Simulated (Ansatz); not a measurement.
# FGe2H5O: geometry optimisation in Python

Aim: a geometry optimisation, for FGe2H5O, run from a script. SMILES: [OH][GeH]([F])[GeH3].

All numbers are computed with Ansatz 0.2.0 through its Python package. Level of theory: B3LYP/def2-SVP.

### 1 The system

Bond lengths: O1–Ge2 1.794 Å, Ge2–F3 1.762 Å, Ge2–Ge4 2.448 Å, O1–H5 0.952 Å, Ge2–H6 1.539 Å, Ge4–H7 1.541 Å, Ge4–H8 1.548 Å, Ge4–H9 1.512 Å. Angles: O1–Ge2–F3 111.0°, O1–Ge2–Ge4 107.0°, O1–Ge2–H6 110.6°, F3–Ge2–Ge4 109.1°, F3–Ge2–H6 108.0°, Ge4–Ge2–H6 111.2°, Ge2–O1–H5 104.8°, Ge2–Ge4–H7 107.9°, Ge2–Ge4–H8 107.2°, Ge2–Ge4–H9 108.5°, H7–Ge4–H8 109.0°, H7–Ge4–H9 113.9°, H8–Ge4–H9 110.2°.

Input file fge2h5o.xyz:

```xyz
9

O    -0.88890    0.82860    1.75760
Ge   -0.81660    0.67030   -0.02820
F    -0.62310    2.24550   -0.79370
Ge    1.13190   -0.71800   -0.54490
H    -1.05320   -0.05390    2.07420
H    -2.11110    0.03570   -0.56820
H     1.18990   -0.90310   -2.07370
H     0.90050   -2.09580    0.12170
H     2.35930   -0.05570    0.03800
```

### 2 The code

opt_fge2h5o.py

```python
"""Geometry optimisation of FGe2H5O."""

import argparse
import itertools

import ansatz as az
from ase.data import atomic_numbers, covalent_radii
import numpy as np

parser = argparse.ArgumentParser(description="Geometry optimisation of FGe2H5O.")
parser.add_argument("--basis", default="def2-SVP", help="basis")
parser.add_argument("--xc", default="B3LYP", help="exchange-correlation functional")
args = parser.parse_args()


def main() -> None:
    fge2h5o = az.Crystal.molecule_from_extxyz("fge2h5o.xyz")

    setup = fge2h5o.calculation().basis(gaussian=args.basis).functional(args.xc)
    symbols = [site.symbol for site in fge2h5o.cartesian_sites]
    start = np.array([site.position_ang for site in fge2h5o.cartesian_sites], dtype=float)
    def progress(event):
        if event["event"] == "relax_step":
            row = event["data"]
            print(f"step {row['step']:3d}  E = {row['lagrangian_ev']:.6f} eV  largest force component {row['allowed_force_max_ev_ang']:.4f} eV/A")


    summary = setup.relax(force_tolerance=0.02).session().plan().execute(on_event=progress).report
    end = np.array(summary["positions_ang"])

    print(f"E = {summary['free_energy_ev']:.6f} eV = {summary['free_energy_ev'] / 27.211386246:.7f} Ha")
    print("converged:", summary["converged"], " doubts:", summary["published_state_doubts"] or "none")

    # pairs closer than 1.2 times the sum of covalent radii, before or after
    radius = [covalent_radii[atomic_numbers[s]] for s in symbols]
    span = lambda where, i, j: np.linalg.norm(where[i] - where[j])
    bonded = [(i, j) for i, j in itertools.combinations(range(len(symbols)), 2) if min(span(start, i, j), span(end, i, j)) < 1.2 * (radius[i] + radius[j])]
    print("pair        before    after (A)")
    for i, j in bonded:
        print(f"{symbols[i]}{i}-{symbols[j]}{j}".ljust(10), f"{span(start, i, j):8.4f} {span(end, i, j):8.4f}")


if __name__ == "__main__":
    main()
```

### 3 Launch

Run with:

```sh
python opt_fge2h5o.py
```

**Question.** What results will this script give? Wanted: total energy; dipole moment; moves of the relaxation; energy gained; last largest force component.

**Answer**, as computed:

| quantity | value |
| --- | --- |
| total energy | -117867.8539 eV |
| dipole moment | 3.41 D |
| moves of the relaxation | 5 |
| energy gained | 0.147 eV |
| last largest force component | 0.0191 eV/Å |

After 5 moves the largest shift is 0.240 Å, of atom 5 (H). These settings explore the input space; basis and method may be short of convergence. The end point is the stationary point reached from this start; no frequency run checks that it is a minimum, and the basis set is modest. b3lyp holds the VWN-RPA fit, as in Gaussian; the form of ORCA and Turbomole is b3lyp5.
